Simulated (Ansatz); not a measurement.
**CH6O2Si (SMILES C[SiH](O)O): r2SCAN/cc-pVDZ**

What is the vertical ionisation energy of CH6O2Si at r2SCAN/cc-pVDZ? 

The results are computed with Ansatz 0.2.0.

59 further runs of the same task are left out: 59 set aside as unsound or not needed.

## Step 1: The structure to begin with

CH6O2Si has 10 atoms, charge 0, and is taken as a singlet. SMILES: `C[SiH](O)O`. The shape is that of a PBE0-D4/def2-TZVP optimisation. This is one conformer, not always the lowest.

Bond lengths: C1–Si2 1.852 Å, Si2–O3 1.647 Å, Si2–O4 1.646 Å, C1–H5 1.093 Å, C1–H6 1.093 Å, C1–H7 1.092 Å, Si2–H8 1.484 Å, O3–H9 0.958 Å, O4–H10 0.958 Å. Some angles: C1–Si2–O3 105.2°, C1–Si2–O4 112.8°, O3–Si2–O4 112.2°, C1–Si2–H8 113.0°, O3–Si2–H8 110.8°, O4–Si2–H8 103.1°, Si2–C1–H5 111.0°, Si2–C1–H6 110.6°, Si2–C1–H7 110.8°, Si2–O3–H9 117.2°.

## Step 2: A single-point energy at r2SCAN/cc-pVDZ

File in.yaml:

```yaml
crystal:
  periodic: [false, false, false]
  atoms:
    - {symbol: C, position_ang: [-1.293000, 0.347800, -0.146400]}
    - {symbol: Si, position_ang: [0.517500, 0.180000, 0.206800]}
    - {symbol: O, position_ang: [0.650400, -1.156000, 1.160800]}
    - {symbol: O, position_ang: [1.425000, 0.058500, -1.161600]}
    - {symbol: H, position_ang: [-1.681100, -0.549800, -0.635600]}
    - {symbol: H, position_ang: [-1.853400, 0.489100, 0.780800]}
    - {symbol: H, position_ang: [-1.484400, 1.203800, -0.797400]}
    - {symbol: H, position_ang: [1.088600, 1.369900, 0.884700]}
    - {symbol: H, position_ang: [1.521500, -1.366900, 1.499800]}
    - {symbol: H, position_ang: [1.192100, -0.627600, -1.788900]}
basis:
  gaussian:
    orbitals: cc-pVDZ
output:
  orbitals: {seedname: orbitals}
hamiltonian:
  xc: r2scan
accuracy: high
```

On the command line:

```sh
$ ansatz run in.yaml --threads 1 --pin off --max-ram 3480MiB --events-out events.jsonl --progress --plain --runs-dir runs
```

What it wrote:

```text
Warning: RAYON_NUM_THREADS=1 ignored (pool sized by the plan → 1); use --threads N
Functional definition: r2SCAN
  name "r2SCAN"
  parameter k0 = 0.174
  parameter k1 = 0.065
  parameter a1 = 4.9479
  exchange = r2scan_x(k0 = k0, k1 = k1, a1 = a1)
  correlation = r2scan_c
2099 factors; integrals over basis functions are off by at most 3.5e-9 eV
mean field evaluation 1: about -13093.9249 eV, gradient 7.9e1 eV
mean field evaluation 2: about -13078.6488 eV, gradient 1.2e2 eV
mean field evaluation 4: about -13105.6599 eV, gradient 4.8e0 eV
mean field evaluation 8: about -13105.7110 eV, gradient 3.2e-1 eV
mean field evaluation 16: about -13105.7112 eV, gradient 1.8e-5 eV
mean field -13105.71121786 eV, -481.6260038861 hartree, gradient 4.4e-8 eV, S^2 0.000000; 0 other end points of the search recorded, 0 dependent functions left out
reference -13105.71121864 eV, -481.6260039149 hartree; 21, 21 occupied and 69, 69 virtual orbitals, 2099 factors
Total energy: -13105.71121864 eV, -481.6260039149 hartree
```

It took 16 s on 1 thread of Arm Neoverse V2, shared host; peak memory 0.29 GiB.

## Step 3: The doublet cation

File input.yaml:

```yaml
basis:
  gaussian:
    orbitals: cc-pVDZ
crystal:
  periodic: [false, false, false]
  atoms:
    - {symbol: C, position_ang: [-1.293000, 0.347800, -0.146400]}
    - {symbol: Si, position_ang: [0.517500, 0.180000, 0.206800]}
    - {symbol: O, position_ang: [0.650400, -1.156000, 1.160800]}
    - {symbol: O, position_ang: [1.425000, 0.058500, -1.161600]}
    - {symbol: H, position_ang: [-1.681100, -0.549800, -0.635600]}
    - {symbol: H, position_ang: [-1.853400, 0.489100, 0.780800]}
    - {symbol: H, position_ang: [-1.484400, 1.203800, -0.797400]}
    - {symbol: H, position_ang: [1.088600, 1.369900, 0.884700]}
    - {symbol: H, position_ang: [1.521500, -1.366900, 1.499800]}
    - {symbol: H, position_ang: [1.192100, -0.627600, -1.788900]}
total_charge: 1
magnetization:
  spin_polarized: true
  initial_magnetization: 1
hamiltonian:
  xc: r2scan
accuracy: high
output: {orbitals: {seedname: orbitals}}
```

On the command line:

```sh
$ ansatz run input.yaml --threads 1 --pin off --max-ram 3480MiB --events-out events.jsonl --progress --plain --runs-dir runs
```

What it wrote (excerpt; [...] marks lines left out):

```text
Warning: RAYON_NUM_THREADS=1 ignored (pool sized by the plan → 1); use --threads N
[... 7 set-up lines as earlier in the session ...]
2098 factors; integrals over basis functions are off by at most 3.5e-9 eV
mean field evaluation 1: about -13072.0785 eV, gradient 7.6e1 eV
mean field evaluation 2: about -13008.2156 eV, gradient 1.4e2 eV
mean field evaluation 4: about -13091.1555 eV, gradient 2.9e1 eV
mean field evaluation 8: about -13095.4402 eV, gradient 8.1e-1 eV
mean field evaluation 16: about -13095.4404 eV, gradient 2.1e-3 eV
mean field evaluation 32: about -13094.1762 eV, gradient 9.5e0 eV
mean field -13095.44041764 eV, -481.2485589399 hartree, gradient 5.4e-8 eV, S^2 0.755919; 4 other end points of the search recorded, 0 dependent functions left out
reference -13095.44041971 eV, -481.2485590162 hartree; 21, 20 occupied and 69, 70 virtual orbitals, 2098 factors
Total energy: -13095.44041971 eV, -481.2485590162 hartree
```

Wall time 35 s (1 thread of Arm Neoverse V2, shared host); peak memory 0.45 GiB.

## Step 4: Outcome

Level: r2SCAN/cc-pVDZ.

| quantity | value |
| --- | --- |
| singlet CH6O2Si: total energy | -481.62600 Eh |
| singlet CH6O2Si: HOMO energy | -7.13 eV |
| singlet CH6O2Si: LUMO energy | 1.27 eV |
| singlet CH6O2Si: HOMO–LUMO gap | 8.40 eV |
| doublet cation: total energy | -481.24856 Eh |
| doublet cation: HOMO energy (highest over α and β) | -14.01 eV |
| doublet cation: LUMO energy (lowest over α and β) | -13.39 eV |
| doublet cation: ⟨S²⟩ | 0.756 |
| vertical ionisation energy (to the doublet cation) | 10.271 eV |

In words: Removing an electron at fixed nuclei costs 10.27 eV (237 kcal/mol). −ε(HOMO) before ionisation, 7.13 eV, is 3.14 eV below this ionisation energy.
